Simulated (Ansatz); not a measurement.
I need a single point from an input written key by key of BBrHS, SMILES S[B]Br. Use Ansatz 0.2.0, Python API. Use: Hartree-Fock, def2-SVP basis, multiplicity 2.

```xyz
4

S    -0.9518    0.4267   -0.6886
B    -0.0912    0.0464    0.8887
Br    0.8963   -1.6648    1.0184
H     0.2022    1.1315   -1.2388
```

`bbrhs_deck.py`
```python
"""BBrHS through the session interface."""

import ansatz as az
import numpy as np

deck = {
    "crystal": {
        "periodic": [False, False, False],
        "atoms": [
            {"symbol": "S", "position_ang": [-0.9518, 0.4267, -0.6886]},
            {"symbol": "B", "position_ang": [-0.0912, 0.0464, 0.8887]},
            {"symbol": "Br", "position_ang": [0.8963, -1.6648, 1.0184]},
            {"symbol": "H", "position_ang": [0.2022, 1.1315, -1.2388]},
        ],
    },
    "magnetization": {"spin_polarized": True, "initial_magnetization": 1},
    "basis": {"gaussian": {"orbitals": "def2-SVP"}},
    "hamiltonian": {"xc": "hf"},
    "output": {"forces": True},
}
session = az.Session.from_dict(deck)
data = session.plan(threads=1).execute().report

print("reference energy %16.6f eV" % data["reference_energy_ev"])
print("total energy     %16.6f eV" % data["free_energy_ev"])
print("occupied orbitals outside the frozen core (up, down):", data["n_occupied"], " frozen:", data["n_frozen"], " virtual:", data["n_virtual"])
symbols = ["S", "B", "Br", "H"]
field = data["mean_field"]
print("<S^2> =", round(abs(field["state"]["spin_squared"]), 4), " all-electron relativity setting:", field["relativity"])
print("passes:", field["passes"])
if "symmetry" in field:
    print("occupied orbitals by irrep:", field["symmetry"]["occupied"])

print("forces (eV/A)")
for symbol, f in zip(symbols, data["forces_ev_ang"]):
    print(f"  {symbol:2s} {f[0]:9.4f} {f[1]:9.4f} {f[2]:9.4f}")
charges = data["charge_distribution"]
dipole = np.array(charges["dipole_moment_e_ang"]) * 4.803205
print("dipole (D): {:.3f} {:.3f} {:.3f}, length {:.3f}".format(*dipole, np.linalg.norm(dipole)))
print("atom  Mulliken   Lowdin")
for symbol, m, l in zip(symbols, charges["mulliken_charges_e"], charges["lowdin_charges_e"]):
    print(f"{symbol:4s} {m:9.3f} {l:8.3f}")
```

```console
$ python bbrhs_deck.py
reference energy    -81490.710170 eV
total energy        -81490.710170 eV
occupied orbitals outside the frozen core (up, down): [29, 28]  frozen: 0  virtual: [40, 41]
<S^2> = 0.7566  all-electron relativity setting: none
passes: {'evaluations': 15, 'products': 41}
occupied orbitals by irrep: [{'A': 29}, {'A': 28}]
forces (eV/A)
  S     1.7986    1.6063   -0.9770
  B     0.6755   -1.3288   -0.3778
  Br   -0.4329    0.9709    0.3041
  H    -2.0411   -1.2484    1.0508
dipole (D): 0.410 1.093 -0.563, length 1.296
atom  Mulliken   Lowdin
S       -0.170    0.212
B        0.271   -0.432
Br      -0.214    0.161
H        0.113    0.059
```

Caveats:
- Total energies depend on the basis set; only differences at equal settings carry meaning.
- The geometry is a force-field or estimated start, not a minimum of this method, and the basis set is short of its limit.
- The run takes the species as open-shell (spin multiplicity 2), which needn't be its ground state.
- The Löwdin charges here are taken after orthogonalising the functions within each atom; they differ from plain Löwdin charges, and their signs can be unphysical.
- Timing: 1.6 s on 1 thread of Arm Neoverse V1, with other jobs on the host, peak memory 0.2 GiB.
